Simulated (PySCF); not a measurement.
# C5H3NS: the cost of one run

Programs: PySCF 2.14.0, with routines of our own; each step states its level. All values are computed. Atoms count from 0.

### 1 The system as given

10 atoms, charge 0, multiplicity 1; geometry from: GFN2-xTB.

### 2 Relaxing the molecule at BHandHLYP/def2-SVP

The job: settings as JSON, then the geometry in Å.

```
{"job": {"xc": "BHandHLYP", "basis": "def2-SVP", "grid": 1, "kind": "geom"}, "charge": 0, "multiplicity": 1}
C      2.764406    -0.504920     0.506080
C      1.594525    -0.318745     0.302678
C      0.229318    -0.125816     0.076966
C     -0.395275     0.963787    -0.475259
N     -1.735494     0.873866    -0.571023
C     -2.173043    -0.241654    -0.114729
S     -0.961032    -1.325811     0.494851
H      3.789218    -0.648026     0.675938
H      0.104645     1.849601    -0.821869
H     -3.208384    -0.517628    -0.096162
```

Started as:

```sh
$ OMP_NUM_THREADS=1 python excited_run.py task.json out
```

This one command runs all jobs of the session in turn.

Q: Estimate the wall time and peak memory of this first job on 1 thread of Arm Neoverse V1, shared host.

About 29 s, with a peak of 0.52 GiB.
